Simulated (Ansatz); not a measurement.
# Cl3GeHO: the cost of one run

All numbers below are computed with Ansatz 0.2.0 (RKS PBE/def2-SVP).

**1. Starting point**

Bond lengths: Ge1–O2 1.770 Å, O2–H3 1.010 Å, Ge1–Cl4 2.220 Å, Ge1–Cl5 2.218 Å, Ge1–Cl6 2.218 Å. Angles: Ge1–O2–H3 109.5°, O2–Ge1–Cl4 109.5°, O2–Ge1–Cl5 109.5°, O2–Ge1–Cl6 109.5°, Cl4–Ge1–Cl5 109.5°, Cl4–Ge1–Cl6 109.5°, Cl5–Ge1–Cl6 109.5°.

As a file:

```xyz
6

Ge    0.0000    0.0000    0.0000
O     0.0000    0.0000    1.7700
H    -0.9095   -0.2814    2.1071
Cl    2.0935    0.0000   -0.7393
Cl   -1.0456    1.8115   -0.7393
Cl   -1.0456   -1.8115   -0.7393
```

**2. Relaxing the start**

input.yaml reads:

```yaml
crystal:
  periodic: [false, false, false]
  atoms:
    - { symbol: Ge, position_ang: [0.0, 0.0, 0.0] }
    - { symbol: O, position_ang: [0.0, 0.0, 1.77] }
    - { symbol: H, position_ang: [-0.9095, -0.2814, 2.1071] }
    - { symbol: Cl, position_ang: [2.0935, 0.0, -0.7393] }
    - { symbol: Cl, position_ang: [-1.0456, 1.8115, -0.7393] }
    - { symbol: Cl, position_ang: [-1.0456, -1.8115, -0.7393] }
basis:
  gaussian: { orbitals: def2-SVP }
hamiltonian:
  xc: pbe
relax:
  f_tol: 0.02
  max_steps: 40
```

Launch:

```console
> ansatz run input.yaml --threads 2 --pin off --max-ram 3072MiB --backend cpu --events-out ev --progress --plain --runs-dir out
```

What time and memory should one allow on 2 threads of Arm Neoverse V1, shared host?

About 24 s, with a peak of 0.15 GiB.
